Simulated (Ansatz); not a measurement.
**Cl2FH3O3W: how energies converge with the basis set**

Aim: see how fast density functionals converge with the basis set for Cl2FH3O3W.

The runs use Ansatz 0.2.0, Gaussian basis; one geometry, several basis sets.

Levels to be run: PBE0-D4/def2-SVP; ωB97M-V/def2-SVP; PBE0-D4/def2-QZVPP; ωB97M-V/def2-QZVPP; the functionals' def2-TZVPP values are taken from earlier runs.

**1. The geometry**

All runs share one geometry, relaxed beforehand with PBE0-D4 in a triple-zeta def2 set. W takes the def2 core potential; no spin-orbit term is included.

SMILES `[OH][W]([OH])([OH])([F])([Cl])[Cl]`, 10 atoms, charge 0, spin multiplicity 1.

Atoms are counted from 1 here; the program's logs count them from 0.

Bond lengths: O1–W2 1.846 Å, O1–H8 0.959 Å, W2–O3 1.863 Å, W2–O4 1.863 Å, W2–F5 1.896 Å, W2–Cl6 2.306 Å, W2–Cl7 2.360 Å, O3–H9 0.961 Å, O4–H10 0.961 Å. Angles: W2–O1–H8 134.2°, O1–W2–O3 97.5°, O1–W2–O4 97.5°, O1–W2–F5 171.6°, O1–W2–Cl6 92.0°, O1–W2–Cl7 85.4°, O3–W2–O4 164.9°, O3–W2–F5 82.5°, O3–W2–Cl6 90.2°, O3–W2–Cl7 90.2°, O4–W2–F5 82.5°, O4–W2–Cl6 90.2°, O4–W2–Cl7 90.2°, F5–W2–Cl6 96.4°, F5–W2–Cl7 86.2°, Cl6–W2–Cl7 177.3°, W2–O3–H9 125.7°, W2–O4–H10 125.7°.

Geometry (Å):

```mol
Cl2FH3O3W
  3D, bonds by distance, orders not assigned

 10  9  0  0  0  0  0  0  0  0999 V2000
   -0.9588   -1.5767   -0.2034 O   0  0
   -0.0963    0.0303    0.0822 W   0  0
    0.9781   -0.5179    1.5027 O   0  0
   -0.9222    0.9966   -1.2804 O   0  0
    0.9791    1.5883    0.1958 F   0  0
   -1.7168    0.7263    1.5674 Cl  0  0
    1.5065   -0.7760   -1.4509 Cl  0  0
   -0.7772   -2.3466   -0.7462 H   0  0
    1.6875   -0.0055    1.8999 H   0  0
   -0.6799    1.8813   -1.5671 H   0  0
  1  2  8  0
  2  3  8  0
  2  4  8  0
  2  5  8  0
  2  6  8  0
  2  7  8  0
  1  8  8  0
  3  9  8  0
  4 10  8  0
M  END
```

**2. PBE0-D4 in def2-SVP**

Input file in.yaml:

```yaml
crystal:
  periodic: [false, false, false]
  atoms:
    - {symbol: O, position_ang: [-0.958758, -1.576696, -0.203404]}
    - {symbol: W, position_ang: [-0.096309, 0.030314, 0.082229]}
    - {symbol: O, position_ang: [0.978076, -0.517945, 1.502661]}
    - {symbol: O, position_ang: [-0.922166, 0.996563, -1.280427]}
    - {symbol: F, position_ang: [0.979062, 1.588307, 0.195840]}
    - {symbol: Cl, position_ang: [-1.716815, 0.726309, 1.567408]}
    - {symbol: Cl, position_ang: [1.506471, -0.776024, -1.450862]}
    - {symbol: H, position_ang: [-0.777160, -2.346632, -0.746186]}
    - {symbol: H, position_ang: [1.687513, -0.005501, 1.899875]}
    - {symbol: H, position_ang: [-0.679916, 1.881316, -1.567143]}
basis:
  gaussian: {orbitals: def2-SVP}
hamiltonian: {xc: pbe0, dispersion: d4}
output: {orbitals: {seedname: orbitals}}
```

Launch:

```bash
ansatz run in.yaml --threads 2 --pin off --events-out ev --progress --plain --max-ram 20480MiB --backend cpu
```

After this run come: ωB97M-V in def2-SVP; PBE0-D4 in def2-QZVPP; ωB97M-V in def2-QZVPP.

Before running them: what should the planned runs give, taken together? Wanted: PBE0-D4: double and triple zeta above quadruple; ωB97M-V: double and triple zeta above quadruple.

**Answer**, as computed:

| quantity | value |
| --- | --- |
| PBE0-D4: double and triple zeta above quadruple | 21.59, 1.24 eV |
| ωB97M-V: double and triple zeta above quadruple | 21.71, 1.18 eV |

**Reading.** PBE0-D4 gains 20.35 eV from double to triple zeta, then 1.24 eV more. These are total energies; as a rule much of such shifts cancels in differences, which this series doesn't test.
